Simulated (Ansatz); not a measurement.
# A workflow on Si2NH5F (SMILES N[Si](F)[SiH3])

Wanted: a geometry optimisation (UHF/STO-3G), then vibrational wavenumbers, then a geometry optimisation (UHF/3-21G), then the harmonic vibrations of Si2NH5F. 

Program for the calculation: Ansatz 0.2.0.

## Step 1: The molecule

Si2NH5F has 9 atoms, charge 0, and is taken as a doublet. As SMILES, `N[Si](F)[SiH3]`. The shape is that of a PBE0-D4/def2-TZVP optimisation. This is one conformer, not always the lowest. The run starts from this shape.

Bond lengths: N1–Si2 1.703 Å, Si2–F3 1.616 Å, Si2–Si4 2.346 Å, N1–H5 1.007 Å, N1–H6 1.008 Å, Si4–H7 1.485 Å, Si4–H8 1.492 Å, Si4–H9 1.486 Å. Some angles: N1–Si2–F3 112.7°, N1–Si2–Si4 109.4°, F3–Si2–Si4 108.8°, Si2–N1–H5 122.8°, Si2–N1–H6 123.0°, Si2–Si4–H7 109.3°, Si2–Si4–H8 112.4°, Si2–Si4–H9 108.4°, H5–N1–H6 112.1°, H7–Si4–H8 108.9°.

## Step 2: A geometry optimisation at UHF/STO-3G (start density atoms) (run 1)

File run.yaml:

```yaml
crystal:
  periodic: [false, false, false]
  atoms:
    - {symbol: N, position_ang: [-0.977000, 1.372900, -0.683600]}
    - {symbol: Si, position_ang: [-0.847900, -0.322400, -0.578100]}
    - {symbol: F, position_ang: [-0.495500, -1.010700, -1.997200]}
    - {symbol: Si, position_ang: [0.823900, -0.883000, 0.969100]}
    - {symbol: H, position_ang: [-1.742300, 1.833700, -1.147400]}
    - {symbol: H, position_ang: [-0.198200, 1.993200, -0.528800]}
    - {symbol: H, position_ang: [1.132000, -2.331800, 0.856500]}
    - {symbol: H, position_ang: [2.078500, -0.103500, 0.756900]}
    - {symbol: H, position_ang: [0.315000, -0.594800, 2.335600]}
basis:
  gaussian: {orbitals: STO-3G}
magnetization: {spin_polarized: true, initial_magnetization: 1}
hamiltonian: {xc: hf}
relax: {f_tol: 0.002}
output: {orbitals: {seedname: orbitals}}
```

Command:

```console
$ ansatz run run.yaml --threads 1 --pin off --max-ram 3480MiB --events-out events.jsonl --progress --plain --runs-dir runs
```

Output:

```text
Warning: RAYON_NUM_THREADS=1 ignored (pool sized by the plan → 1); use --threads N
The last accepted step is kept in runs//last_step.txt (removed where the run ends without a failure and the disk answers)
[... 155 lines left out ...]
Total energy: -19752.53506425 eV, -725.8922748619 hartree
[... 9 lines left out ...]
Dipole moment:    -0.100319    -0.057411     0.000933 e Å
```

Run time: 9.9 s. Hardware: 1 thread of AMD EPYC 9R45 (Zen 5), shared host; peak memory 0.12 GiB.

Step by step:

| step | energy from the first frame kept (eV) | largest force (eV/Å) |
| --- | --- | --- |
| 1 | 0.0000 | 2.1478 |
| 2 | -0.1840 | 1.5676 |
| 3 | -0.2907 | 0.5921 |
| 4 | -0.3025 | 0.4086 |
| 5 | -0.3123 | 0.3102 |
| 6 | -0.3186 | 0.4215 |
| 7 | -0.3244 | 0.4700 |
| 8 | -0.3271 | 0.2957 |
| 9 | -0.3287 | 0.1980 |
| 10 | -0.3295 | 0.0495 |
| 11 | -0.3296 | 0.1413 |
| 12 | -0.3299 | 0.0613 |
| 13 | -0.3303 | 0.0190 |
| 14 | -0.3304 | 0.0260 |
| 15 | -0.3304 | 0.0118 |
| 16 | -0.3304 | 0.0039 |
| 17 | -0.3304 | 0.0053 |
| 18 | -0.3304 | 0.0067 |
| 19 | -0.3304 | 0.0077 |
| 20 | -0.3304 | 0.0048 |
| 21 | -0.3304 | 0.0035 |
| 22 | -0.3304 | 0.0026 |
| 23 | -0.3304 | 0.0018 |

After the run. Bond lengths: N1–Si2 1.747 Å, Si2–F3 1.631 Å, Si2–Si4 2.262 Å, N1–H5 1.022 Å, N1–H6 1.024 Å, Si4–H7 1.423 Å, Si4–H8 1.425 Å, Si4–H9 1.423 Å. Some angles: N1–Si2–F3 106.8°, N1–Si2–Si4 108.4°, F3–Si2–Si4 109.7°, Si2–N1–H5 115.3°, Si2–N1–H6 116.3°, Si2–Si4–H7 110.8°, Si2–Si4–H8 111.8°, Si2–Si4–H9 110.6°, H5–N1–H6 106.4°, H7–Si4–H8 107.9°.

## Step 3: Vibrational wavenumbers at UHF/STO-3G (start density atoms) (run 2)

File molecule.yaml:

```yaml
crystal:
  periodic: [false, false, false]
  atoms:
    - {symbol: "N", position_ang: [-1.019088, 1.386924, -0.540586]}
    - {symbol: Si, position_ang: [-0.876419, -0.353397, -0.473045]}
    - {symbol: F, position_ang: [-0.479564, -0.852884, -1.973694]}
    - {symbol: Si, position_ang: [0.785177, -0.878783, 0.969010]}
    - {symbol: H, position_ang: [-1.648985, 1.745397, -1.261722]}
    - {symbol: H, position_ang: [-0.144566, 1.910544, -0.633473]}
    - {symbol: H, position_ang: [1.150356, -2.248878, 0.843478]}
    - {symbol: H, position_ang: [1.951769, -0.093066, 0.740329]}
    - {symbol: H, position_ang: [0.369820, -0.662257, 2.312702]}
basis:
  gaussian: {orbitals: STO-3G}
magnetization: {spin_polarized: true, initial_magnetization: 1}
hamiltonian: {xc: hf}
phonons: {temperatures: {t_min: 298.15, t_max: 298.15, t_step: 1}}
```

Command:

```console
$ ansatz run molecule.yaml --threads 1 --pin off --max-ram 3480MiB --events-out events.jsonl --progress --plain --runs-dir runs
```

Output:

```text
Warning: RAYON_NUM_THREADS=1 ignored (pool sized by the plan → 1); use --threads N
[... 295 lines left out ...]
Total energy: -19752.53510868 eV, -725.8922764949 hartree
[... 9 lines left out ...]
Dipole moment:    -0.100319    -0.057412     0.000933 e Å
Vibrations: 60.61 130.30 199.04 250.34 317.23 566.49 577.46 673.76 680.63 944.53 983.09 1103.71 1162.06 1242.93 1245.00 2006.92 2853.57 2900.98 2909.55 3945.65 4130.05 cm⁻¹, zero-point energy 1.790573 eV
```

Wall time 17 s (1 thread of AMD EPYC 9R45 (Zen 5), shared host); peak memory 0.11 GiB.

## Step 4: A structure relaxation at UHF/3-21G (start density atoms) (run 3)

File input.yaml:

```yaml
crystal:
  periodic: [false, false, false]
  atoms:
    - {symbol: N, position_ang: [-0.977000, 1.372900, -0.683600]}
    - {symbol: Si, position_ang: [-0.847900, -0.322400, -0.578100]}
    - {symbol: F, position_ang: [-0.495500, -1.010700, -1.997200]}
    - {symbol: Si, position_ang: [0.823900, -0.883000, 0.969100]}
    - {symbol: H, position_ang: [-1.742300, 1.833700, -1.147400]}
    - {symbol: H, position_ang: [-0.198200, 1.993200, -0.528800]}
    - {symbol: H, position_ang: [1.132000, -2.331800, 0.856500]}
    - {symbol: H, position_ang: [2.078500, -0.103500, 0.756900]}
    - {symbol: H, position_ang: [0.315000, -0.594800, 2.335600]}
basis:
  gaussian:
    orbitals: 3-21G.json
magnetization:
  spin_polarized: true
  initial_magnetization: 1
hamiltonian:
  xc: hf
relax:
  f_tol: 0.002
output: {orbitals: {seedname: orbitals}}
```

The basis set 3-21G is read from a file made from the Basis Set Exchange's data (not shown).

Command:

```console
$ ansatz run input.yaml --threads 1 --pin off --max-ram 3480MiB --events-out events.jsonl --progress --plain --runs-dir runs
```

Output, shortened:

```text
Warning: RAYON_NUM_THREADS=1 ignored (pool sized by the plan → 1); use --threads N
[... 1 set-up line as earlier in the session ...]
[... 129 lines left out ...]
Total energy: -19885.74829833 eV, -730.7877709195 hartree
[... 9 lines left out ...]
Dipole moment:    -0.156605     0.374185     0.261706 e Å
```

Run time: 9.9 s. Hardware: 1 thread of AMD EPYC 9R45 (Zen 5), shared host; peak memory 0.14 GiB.

Step by step:

| step | energy from the first frame kept (eV) | largest force (eV/Å) |
| --- | --- | --- |
| 1 | 0.0000 | 1.2183 |
| 2 | -0.0294 | 0.8243 |
| 3 | -0.0444 | 0.5825 |
| 4 | -0.0475 | 0.3694 |
| 5 | -0.0494 | 0.0688 |
| 6 | -0.0501 | 0.0321 |
| 7 | -0.0493 | 0.0621 |
| 8 | -0.0503 | 0.0148 |
| 9 | -0.0506 | 0.0326 |
| 10 | -0.0506 | 0.0175 |
| 11 | -0.0507 | 0.0234 |
| 12 | -0.0507 | 0.0166 |
| 13 | -0.0507 | 0.0048 |
| 14 | -0.0508 | 0.0093 |
| 15 | -0.0508 | 0.0068 |
| 16 | -0.0508 | 0.0047 |
| 17 | -0.0508 | 0.0041 |
| 18 | -0.0508 | 0.0026 |
| 19 | -0.0508 | 0.0008 |

After the run. Bond lengths: N1–Si2 1.730 Å, Si2–F3 1.645 Å, Si2–Si4 2.369 Å, N1–H5 1.001 Å, N1–H6 1.002 Å, Si4–H7 1.485 Å, Si4–H8 1.490 Å, Si4–H9 1.486 Å. Some angles: N1–Si2–F3 111.6°, N1–Si2–Si4 109.2°, F3–Si2–Si4 111.1°, Si2–N1–H5 122.4°, Si2–N1–H6 124.1°, Si2–Si4–H7 110.9°, Si2–Si4–H8 112.0°, Si2–Si4–H9 106.2°, H5–N1–H6 112.8°, H7–Si4–H8 109.8°.

## Step 5: The harmonic vibrations at UHF/3-21G (start density atoms) (run 4)

File input.yaml:

```yaml
basis:
  gaussian: {orbitals: 3-21G.json}
crystal:
  periodic: [false, false, false]
  atoms:
    - {symbol: "N", position_ang: [-0.965333, 1.380853, -0.699959]}
    - {symbol: Si, position_ang: [-0.813882, -0.340419, -0.623140]}
    - {symbol: F, position_ang: [-0.457303, -0.984096, -2.094706]}
    - {symbol: Si, position_ang: [0.838996, -0.906851, 0.977006]}
    - {symbol: H, position_ang: [-1.823416, 1.833404, -0.945218]}
    - {symbol: H, position_ang: [-0.190867, 2.014737, -0.655748]}
    - {symbol: H, position_ang: [1.120523, -2.364469, 0.954086]}
    - {symbol: H, position_ang: [2.102225, -0.144175, 0.768693]}
    - {symbol: H, position_ang: [0.277557, -0.535383, 2.301986]}
magnetization: {spin_polarized: true, initial_magnetization: 1}
hamiltonian: {xc: hf}
phonons: {temperatures: {t_min: 298.15, t_max: 298.15, t_step: 1}}
```

The basis set 3-21G is read from a file made from the Basis Set Exchange's data (not shown).

Command:

```console
$ ansatz run input.yaml --threads 1 --pin off --max-ram 3480MiB --events-out events.jsonl --progress --plain --runs-dir runs
```

Output:

```text
Warning: RAYON_NUM_THREADS=1 ignored (pool sized by the plan → 1); use --threads N
[... 294 lines left out ...]
Total energy: -19885.74829614 eV, -730.7877708387 hartree
[... 9 lines left out ...]
Dipole moment:    -0.156604     0.374185     0.261706 e Å
Vibrations: 89.02 135.24 183.33 226.22 311.29 412.14 557.94 577.78 644.34 882.03 924.50 941.16 978.63 1001.61 1005.66 1782.90 2259.55 2287.71 2296.97 3723.59 3825.45 cm⁻¹, zero-point energy 1.552720 eV
```

It took 20 s on 1 thread of AMD EPYC 9R45 (Zen 5), shared host; peak memory 0.14 GiB.

## Step 6: Summary of results

| quantity | value |
| --- | --- |
| run 1, UHF/STO-3G: total energy at the end | -725.89227 Eh |
| run 1, UHF/STO-3G: dipole moment | 0.56 D |
| run 1, UHF/STO-3G: HOMO energy (highest over α and β) | -6.04 eV |
| run 1, UHF/STO-3G: LUMO energy (lowest over α and β) | 5.67 eV |
| run 1, UHF/STO-3G: ⟨S²⟩ | 0.753 |
| run 2, UHF/STO-3G: total energy | -725.89228 Eh |
| run 2, UHF/STO-3G: largest force on an atom | 0.002 eV/Å |
| run 2, UHF/STO-3G: lowest harmonic wavenumber | 61 cm⁻¹ |
| run 2, UHF/STO-3G: highest harmonic wavenumber | 4130 cm⁻¹ |
| run 2, UHF/STO-3G: zero-point energy | 172.8 kJ/mol |
| run 3, UHF/3-21G: total energy at the end | -730.78777 Eh |
| run 3, UHF/3-21G: dipole moment | 2.32 D |
| run 3, UHF/3-21G: HOMO energy (highest over α and β) | -8.61 eV |
| run 3, UHF/3-21G: LUMO energy (lowest over α and β) | 1.16 eV |
| run 3, UHF/3-21G: ⟨S²⟩ | 0.753 |
| run 4, UHF/3-21G: largest force on an atom | 0.001 eV/Å |
| run 4, UHF/3-21G: lowest harmonic wavenumber | 89 cm⁻¹ |
| run 4, UHF/3-21G: highest harmonic wavenumber | 3825 cm⁻¹ |
| run 4, UHF/3-21G: zero-point energy | 149.8 kJ/mol |

What this shows: The optimisation (run 1, UHF/STO-3G) took 22 steps and changed the energy by -0.330 eV. All 21 modes (run 2, UHF/STO-3G) are real, so the shape is a minimum at this level. The optimisation (run 3, UHF/3-21G) took 18 steps and changed the energy by -0.051 eV. Mulliken charges (run 3, UHF/3-21G) run from -1.12 on N1 to +1.06 on Si2; they depend strongly on the basis. All 21 modes (run 4, UHF/3-21G) are real, so the shape is a minimum at this level. Mulliken charges (run 4, UHF/3-21G) run from -1.12 on N1 to +1.06 on Si2; they depend strongly on the basis.
